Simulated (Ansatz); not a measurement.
# CuAs: a line through a two-coordinate scan

How does the energy of CuAs (P6_3/mmc, No. 194; 4 atoms in the cell) vary with lattice constant c, at lattice constant a (and b) = 3.515 Å?

Computed with Ansatz 0.2.0 (DFT LDA, scalar-relativistic, plane waves, PAW, unless a step's input says otherwise).

16 further runs of the same task are left out: 16 set aside as unsound or not needed.

### 1 Starting point

The structure is hexagonal, space group P6_3/mmc (No. 194). The conventional cell has a = 3.780 Å, b = 3.780 Å, c = 4.858 Å, α = 90.00°, β = 90.00°, γ = 120.00°. Around Cu (site symmetry -3m) lie 2 Cu at 2.43 Å and 6 As at 2.50 Å. As (site symmetry -6m2) has 6 Cu at 2.50 Å as nearest neighbours.

Structure file:

```cif
data_structure
_symmetry_space_group_name_H-M 'P6_3/mmc'
_symmetry_Int_Tables_number 194
_cell_length_a 3.7797
_cell_length_b 3.7797
_cell_length_c 4.8580
_cell_angle_alpha 90.000
_cell_angle_beta 90.000
_cell_angle_gamma 120.000
_cell_volume 60.10
loop_
_atom_site_label
_atom_site_type_symbol
_atom_site_symmetry_multiplicity
_atom_site_Wyckoff_symbol
_atom_site_fract_x
_atom_site_fract_y
_atom_site_fract_z
_atom_site_occupancy
Cu1 Cu 2 a 0.00000 0.00000 0.50000 1
As1 As 2 c 0.66667 0.33333 0.75000 1
```

It goes back to an entry of the Materials Project, which need not be the stable form.

This cell was relaxed beforehand with the same method: volume 15.03 Å³/atom, gap on the mesh none (metal).

### 2 The scan

The energy is mapped over the lattice constants a and c of the conventional cell.

- lattice constant a (and b): 7 values from 3.515 to 4.044 Å
- lattice constant c: 7 values from 4.469 to 5.247 Å

Nothing else is relaxed (symmetry fixes all fractional coordinates). Energies count from the relaxed crystal. Points are written as (first, second).

### 3 Point (3.515 Å, 4.599 Å)

input.yaml reads:

```yaml
crystal:
  lattice:
    - [3.5151, 0.0, 0.0]
    - [-1.75755, 3.0441658968, 0.0]
    - [0.0, 0.0, 4.5989]
  atoms:
    - { symbol: Cu, position: [0.0, 0.0, 0.5] }
    - { symbol: Cu, position: [0.0, 0.0, 0.0] }
    - { symbol: As, position: [0.6666666667, 0.3333333333, 0.75] }
    - { symbol: As, position: [0.3333333333, 0.6666666667, 0.25] }
basis:
  ecutwfc: 520.0
kpoints:
  mp_grid: { grid: [12, 12, 8] }
hamiltonian:
  xc: lda
scf:
  occupations: { method: gaussian, width: 0.15 }
output:
  forces: true
  stress: true
  eigenvalues: true
```

Started as:

```
$ ansatz run input.yaml --threads 2 --pin off --max-ram 4096MiB --backend cpu --events-out ev --progress --plain --runs-dir out
```

Further runs follow: the other points of the line.

**Question.** What will these runs give? Wanted: for each run, lattice constant c; energy; slope; pressure.

As calculated:

| lattice constant c (Å) | step | energy (meV/atom) | slope (meV/atom per Å) | pressure (GPa) |
| --- | --- | --- | --- | --- |
| 4.469 | – | 390 | −886 | 50.4 |
| 4.599 | 3 | 290 | −657 | 41.1 |
| 4.729 | 4 | 218 | −473 | 33.2 |
| 4.858 | 5 | 166 | −330 | 26.5 |
| 4.988 | 6 | 131 | −212 | 20.7 |
| 5.117 | 7 | 110 | −114 | 15.6 |
| 5.247 | – | 101 | −33 | 11.1 |

Energies count from the relaxed crystal. Rows without a step come from runs not printed here or follow by symmetry. Slopes come from the forces (and the stress, where the cell changes), not from differences of energies.

In words: Along this line the energy keeps falling to 5.247 Å, the edge of the range. The highest point computed, at 4.469 Å, lies 289 meV/atom above the lowest. This is one cut through a surface in two coordinates; the map's lowest point lies off it.
